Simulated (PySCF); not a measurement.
# C₄H₇Br: NMR shieldings, spin-spin couplings, relativistic core levels, part 2 of 2

PySCF 2.14.0. Atoms count from 0. Earlier steps stand in the parts before.

## 7. Spin-spin couplings: PBE0/pcJ-1 Br:dyall-v2z, non-relativistic

What the job is given:

```
{"job": {"kind": "hj", "xc": "PBE0", "basis": {"default": "pcJ-1", "Br": "dyall-v2z"}, "rel": "nr", "atoms": [0]}, "charge": 0, "multiplicity": 1}
Br     2.685261     0.162691    -0.688466
C      0.999324    -0.011650     0.255293
C     -0.070811     1.060993     0.044313
C     -1.114635    -0.071883     0.134294
C      0.004907    -1.076761    -0.210866
H      1.267363    -0.128738     1.313948
H     -0.111081     1.891212     0.763885
H     -0.014957     1.472066    -0.974513
H     -1.975777    -0.021288    -0.547329
H     -1.487424    -0.207600     1.160425
H      0.080286    -1.232281    -1.297364
H      0.028018    -2.052805     0.294490
```

Level: PBE0/pcJ-1 Br:dyall-v2z indirect spin-spin coupling, non-relativistic, Gaussian nuclei, gas phase.

Log:

```text
non-relativistic SCF
coarse grid: 45360 points
cycle   1  E = -2730.2546126784  dE = -2.093e+01  |g| = 2.216e+00  |ddm| = 2.811e+00
cycle   2  E = -2730.2600613874  dE = -5.449e-03  |g| = 8.847e-01  |ddm| = 5.029e-01
cycle   3  E = -2730.2834300271  dE = -2.337e-02  |g| = 4.283e-01  |ddm| = 4.615e-01
cycle   4  E = -2730.2996247695  dE = -1.619e-02  |g| = 6.521e-02  |ddm| = 2.739e-01
cycle   5  E = -2730.3006429658  dE = -1.018e-03  |g| = 1.489e-02  |ddm| = 7.654e-02
cycle   6  E = -2730.3006895243  dE = -4.656e-05  |g| = 4.748e-03  |ddm| = 1.667e-02
cycle   7  E = -2730.3006946984  dE = -5.174e-06  |g| = 8.599e-04  |ddm| = 4.325e-03
final grid: 95512 points
cycle   8  E = -2730.3006990629  dE =  1.369e-08  |g| = 1.130e-03  |ddm| = 1.972e-03
cycle   9  E = -2730.3006989347  dE =  1.282e-07  |g| = 1.472e-03  |ddm| = 1.731e-03
cycle  10  E = -2730.3006992238  dE = -2.892e-07  |g| = 1.228e-04  |ddm| = 1.023e-03
cycle  11  E = -2730.3006992271  dE = -3.316e-09  |g| = 1.648e-05  |ddm| = 1.169e-04
converged SCF energy = -2730.3006992271
two-component SCF
cycle   1  E = -2730.3006992271  dE = -2.730e+03  |FDS-SDF| = 1.648e-05
cycle   2  E = -2730.3006992271  dE =  2.728e-12  |FDS-SDF| = 2.104e-05
converged, E = -2730.3006992271

Indirect spin-spin couplings
  i        j     bonds      J/Hz   K/1e19 T2/J   anisotropy/Hz
  0  79Br   1  13C    1     -100.93     -132.89       112.1
  0  79Br   2  13C    2        3.87        5.10        27.6
  0  79Br   3  13C    3        6.76        8.90        36.0
  0  79Br   4  13C    2        3.84        5.05        27.6
  0  79Br   5   1H    2       26.89        8.91       -22.2
  0  79Br   6   1H    3        1.86        0.61         4.6
  0  79Br   7   1H    3       10.32        3.42        17.4
  0  79Br   8   1H    4        1.27        0.42        18.3
  0  79Br   9   1H    4        1.02        0.34        -1.9
  0  79Br  10   1H    3       10.27        3.40        17.3
  0  79Br  11   1H    3        1.86        0.62         4.6
```

Run time: 30 s. Hardware: 1 thread of AMD EPYC 9R45, shared host; peak memory 1.1 GiB.

## 8. NMR shieldings: PBE0/pcJ-1 Br:dyall-v2z, spin-free

Settings changed since step 7:

```diff
@@ -1,2 +1,2 @@
-{"job": {"kind": "hj", "xc": "PBE0", "basis": {"default": "pcJ-1", "Br": "dyall-v2z"}, "rel": "nr", "atoms": [0]}, "charge": 0, "multiplicity": 1}
+{"job": {"kind": "hnmr", "xc": "PBE0", "basis": {"default": "pcJ-1", "Br": "dyall-v2z"}, "rel": "sf"}, "charge": 0, "multiplicity": 1}
 Br     2.685261     0.162691    -0.688466
```

With the program's defaults for keys left out, this is: PBE0/pcJ-1 Br:dyall-v2z GIAO NMR shielding, spin-free X2C, Gaussian nuclei, gas phase.

Log:

```text
spin-free SCF
coarse grid: 45360 points
cycle   1  E = -2762.4840543388  dE =  3.800e-01  |g| = 3.469e-01  |ddm| = 2.745e+00
cycle   2  E = -2762.4839005879  dE =  1.538e-04  |g| = 3.078e-01  |ddm| = 5.382e-01
cycle   3  E = -2762.5057589196  dE = -2.186e-02  |g| = 6.894e-02  |ddm| = 2.822e-01
cycle   4  E = -2762.5067059524  dE = -9.470e-04  |g| = 1.293e-02  |ddm| = 6.711e-02
cycle   5  E = -2762.5067440761  dE = -3.812e-05  |g| = 6.397e-03  |ddm| = 2.106e-02
cycle   6  E = -2762.5067495251  dE = -5.449e-06  |g| = 8.377e-04  |ddm| = 4.853e-03
final grid: 95512 points
cycle   7  E = -2762.5069042670  dE =  1.436e-07  |g| = 1.435e-03  |ddm| = 2.640e-03
cycle   8  E = -2762.5069036275  dE =  6.395e-07  |g| = 2.150e-03  |ddm| = 3.258e-03
cycle   9  E = -2762.5069046870  dE = -1.060e-06  |g| = 8.310e-05  |ddm| = 2.050e-03
cycle  10  E = -2762.5069046879  dE = -8.818e-10  |g| = 4.576e-05  |ddm| = 8.731e-05
converged SCF energy = -2762.5069046879
check of the scalar solution
cycle   1  E = -2762.5069046879  dE = -2.763e+03  |FDS-SDF| = 4.576e-05
cycle   2  E = -2762.5069046879  dE =  4.638e-11  |FDS-SDF| = 4.906e-05
converged, E = -2762.5069046879

Field gradients (au) and densities at the nuclei (bohr^-3)
atom        Vxx        Vyy        Vzz        centre      nuclear mean
  0 Br    -3.7302    -3.8995     7.6297      40813.797      40754.044
  1 C     -0.1900    -0.2287     0.4187        125.843        125.841
  2 C      0.0088     0.0721    -0.0809        125.758        125.756
  3 C      0.0296     0.0408    -0.0704        125.728        125.726
  4 C      0.0087     0.0723    -0.0810        125.758        125.756
  5 H     -0.1302    -0.1491     0.2793          0.477          0.477
  6 H     -0.1415    -0.1440     0.2855          0.476          0.476
  7 H     -0.1375    -0.1430     0.2805          0.474          0.474
  8 H     -0.1425    -0.1435     0.2860          0.476          0.476
  9 H     -0.1385    -0.1448     0.2832          0.477          0.477
 10 H     -0.1374    -0.1429     0.2804          0.474          0.474
 11 H     -0.1415    -0.1440     0.2856          0.476          0.476
without picture change
  0 Br                           7.8901                     66241.139

Core orbital energies (eV)
atom   shell        mean    spread
  0 Br 1s       -13364.296   0.000
  0 Br 2s        -1753.484   0.000
  0 Br 3s         -246.469   0.000
  0 Br 4s          -21.800   0.000
  0 Br 2p        -1545.241   0.099
  0 Br 3p         -180.089   0.338
  0 Br 3d          -70.178   0.373

Shielding tensors (ppm)
atom      isotropic    diamagn.    paramagn.     s11        s22        s33       span
  0 Br     2126.30     3136.11    -1009.81    1648.92    1709.27    3020.72    1371.80
  1 C       129.14      244.47     -115.33      91.26     130.19     165.96      74.70
  2 C       145.10      247.00     -101.90     126.81     132.82     175.66      48.85
  3 C       164.71      246.91      -82.20     154.19     164.55     175.39      21.21
  4 C       145.10      247.13     -102.03     126.82     132.89     175.60      48.78
  5 H        27.25       29.01       -1.76      21.50      27.18      33.07      11.57
  6 H        28.97       29.15       -0.18      25.29      26.47      35.16       9.87
  7 H        29.14       29.18       -0.04      25.80      29.27      32.36       6.56
  8 H        29.45       28.86        0.59      25.39      26.18      36.79      11.40
  9 H        29.67       29.53        0.14      26.57      26.72      35.72       9.14
 10 H        29.14       29.18       -0.04      25.80      29.26      32.37       6.57
 11 H        28.97       29.16       -0.19      25.29      26.46      35.16       9.88
```

Run time: 23 s. Hardware: 1 thread of AMD EPYC 9R45, shared host; peak memory 1.4 GiB.

## 9. Spin-spin couplings: PBE0/pcJ-1 Br:dyall-v2z, spin-free

Settings changed since step 8:

```diff
@@ -1,2 +1,2 @@
-{"job": {"kind": "hnmr", "xc": "PBE0", "basis": {"default": "pcJ-1", "Br": "dyall-v2z"}, "rel": "sf"}, "charge": 0, "multiplicity": 1}
+{"job": {"kind": "hj", "xc": "PBE0", "basis": {"default": "pcJ-1", "Br": "dyall-v2z"}, "rel": "sf", "atoms": [0]}, "charge": 0, "multiplicity": 1}
 Br     2.685261     0.162691    -0.688466
```

Level: PBE0/pcJ-1 Br:dyall-v2z indirect spin-spin coupling, X2C without spin-orbit coupling, Gaussian nuclei, gas phase.

Log:

```text
spin-free SCF
coarse grid: 45360 points
cycle   1  E = -2762.4840543388  dE =  3.800e-01  |g| = 3.469e-01  |ddm| = 2.745e+00
cycle   2  E = -2762.4839005879  dE =  1.538e-04  |g| = 3.078e-01  |ddm| = 5.382e-01
cycle   3  E = -2762.5057589196  dE = -2.186e-02  |g| = 6.894e-02  |ddm| = 2.822e-01
cycle   4  E = -2762.5067059524  dE = -9.470e-04  |g| = 1.293e-02  |ddm| = 6.711e-02
cycle   5  E = -2762.5067440761  dE = -3.812e-05  |g| = 6.397e-03  |ddm| = 2.106e-02
cycle   6  E = -2762.5067495251  dE = -5.449e-06  |g| = 8.377e-04  |ddm| = 4.853e-03
final grid: 95512 points
cycle   7  E = -2762.5069042670  dE =  1.436e-07  |g| = 1.435e-03  |ddm| = 2.640e-03
cycle   8  E = -2762.5069036275  dE =  6.395e-07  |g| = 2.150e-03  |ddm| = 3.258e-03
cycle   9  E = -2762.5069046870  dE = -1.060e-06  |g| = 8.310e-05  |ddm| = 2.050e-03
cycle  10  E = -2762.5069046879  dE = -8.818e-10  |g| = 4.576e-05  |ddm| = 8.731e-05
converged SCF energy = -2762.5069046879
two-component SCF
cycle   1  E = -2762.5069046879  dE = -2.763e+03  |FDS-SDF| = 4.576e-05
cycle   2  E = -2762.5069046879  dE =  2.683e-11  |FDS-SDF| = 4.906e-05
converged, E = -2762.5069046879

Indirect spin-spin couplings
  i        j     bonds      J/Hz   K/1e19 T2/J   anisotropy/Hz
  0  79Br   1  13C    1     -118.59     -156.14       113.5
  0  79Br   2  13C    2        3.68        4.84        29.2
  0  79Br   3  13C    3        5.42        7.13        38.8
  0  79Br   4  13C    2        3.63        4.79        29.1
  0  79Br   5   1H    2       30.40       10.07       -23.0
  0  79Br   6   1H    3        1.85        0.61         5.2
  0  79Br   7   1H    3       10.06        3.33        19.3
  0  79Br   8   1H    4        0.54        0.18        19.7
  0  79Br   9   1H    4        1.41        0.47        -2.0
  0  79Br  10   1H    3       10.02        3.32        19.3
  0  79Br  11   1H    3        1.85        0.61         5.2
```

Run time: 40 s. Hardware: 1 thread of AMD EPYC 9R45, shared host; peak memory 1.2 GiB.

## 10. Shieldings side by side

```csv
run,Br0,C1,C4,C2,C3,H5,H7,time
"step 3, PBE0/pcJ-1 Br:dyall-v2z, spin–orbit",2443.0,144.2,147.7,147.7,165.2,27.2,29.1,60 s
"step 6, PBE0/pcJ-1 Br:dyall-v2z, non-relativistic",2137.1,130.9,145.3,145.3,164.6,27.3,29.2,20 s
"step 8, PBE0/pcJ-1 Br:dyall-v2z, spin-free",2126.3,129.1,145.1,145.1,164.7,27.2,29.1,23 s
```

## 11. Summary of results

The summary covers parts 1 to 2.

```
                                                                     quantity                                                   value
                                                                  point group                                                      Cs
                                         rotational constants (main isotopes)                                   10.10, 1.63, 1.49 GHz
energy from spin-orbit coupling (step 3, PBE0/pcJ-1 Br:dyall-v2z, spin–orbit)                                              -0.0780 Eh
                     shieldings (step 3, PBE0/pcJ-1 Br:dyall-v2z, spin–orbit)  Br0 2443.0, C1 144.2, C2 147.7, C3 165.2, C4 147.7 ppm
                                        surface potential, 1st and 99th percentile                                      -0.75 V and 0.90 V
energy from spin-orbit coupling (step 4, PBE0/pcJ-1 Br:dyall-v2z, spin–orbit)                                              -0.0780 Eh
       largest reduced coupling (step 4, PBE0/pcJ-1 Br:dyall-v2z, spin–orbit)               Br0–C1: J = -106.3 Hz, K = -140·10¹⁹ T²/J
       Br0 3d5/2 binding energy (step 5, PBE0/pcJ-1 Br:dyall-v2z, spin–orbit)                                  75.3 eV, 3d3/2 76.4 eV
energy from spin-orbit coupling (step 5, PBE0/pcJ-1 Br:dyall-v2z, spin–orbit)                                              -0.0780 Eh
               shieldings (step 6, PBE0/pcJ-1 Br:dyall-v2z, non-relativistic)  Br0 2137.1, C1 130.9, C2 145.3, C3 164.6, C4 145.3 ppm
 largest reduced coupling (step 7, PBE0/pcJ-1 Br:dyall-v2z, non-relativistic)               Br0–C1: J = -100.9 Hz, K = -133·10¹⁹ T²/J
                      shieldings (step 8, PBE0/pcJ-1 Br:dyall-v2z, spin-free)  Br0 2126.3, C1 129.1, C2 145.1, C3 164.7, C4 145.1 ppm
        largest reduced coupling (step 9, PBE0/pcJ-1 Br:dyall-v2z, spin-free)               Br0–C1: J = -118.6 Hz, K = -156·10¹⁹ T²/J
```

In words: Relaxing lowered the energy by 0.109 eV in 7 steps; the close pair that moved most is C2–C3, from 1.499 to 1.543 Å. In step 3, Br0 has the widest tensor, 1216 ppm. Br0 moves most between the runs, by 317 ppm; the labels say what changes from run to run.
